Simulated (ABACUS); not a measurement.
CsLiCr2Te2S3:

```
Cs Li Cr Te S
1.0
     7.28959   -2.10433    0.01772
     7.28959    2.10433    0.01772
    -2.53315    0.00000    7.28100
Cs Li Cr Te S
1 1 2 2 3
Direct
  0.50000 0.50000 0.00000
  0.00000 0.00000 0.50000
  0.32870 0.32870 0.43300
  0.67130 0.67130 0.56700
  0.80672 0.80672 0.17427
  0.19328 0.19328 0.82573
  0.16358 0.16358 0.39713
  0.83642 0.83642 0.60287
  0.50000 0.50000 0.50000
```

The cell was built by a generator and needn't be a form met in nature.

Base run:

| Property | Result |
| --- | --- |
| Program | ABACUS 3.10.1 |
| Functional | PBE |
| Potentials or basis | PseudoDojo NC SR 0.4.1 PBE standard |
| Cutoff | 1293 eV |
| Density cutoff | 5170 eV |
| Basis | plane waves |
| k mesh | 7 × 7 × 4 |
| Occupations | fermi-dirac, width 0.05 eV |
| Spin | collinear spin, ferromagnetic start |
| Starting moments | [0.0, 0.0, 3.0, 3.0, 0.0, 0.0, 0.0, 0.0, 0.0] μB |

Its results: band gap on the k mesh none (metal or under the smearing width); pressure 0.3 GPa; net moment 5.32 μB per cell; largest force 0.062 eV/Å.

Q: The run is repeated on the same cell with these changes: cutoff from 1293 eV to 1361 eV; density cutoff from 5170 eV to 5442 eV; basis from plane waves to DZP LCAO (the cutoffs set its grid). What comes out?

A: Band gap on the k mesh none (metal or under the smearing width); pressure 1.1 GPa; net moment 5.31 μB per cell; site moments Cs +0.02; Li +0.01; Cr +3.26; Te -0.29; S -0.29, -0.09 μB; largest force 0.235 eV/Å.

Caveats: only a ferromagnetic start was run, and an antiferromagnetic order may lie lower in energy; the atomic orbitals were generated for these runs and aren't a published set (some runs); the basis of atomic orbitals isn't converged, which shifts pressures, moduli and gaps (some runs).

Not every run made on this cell is shown here.
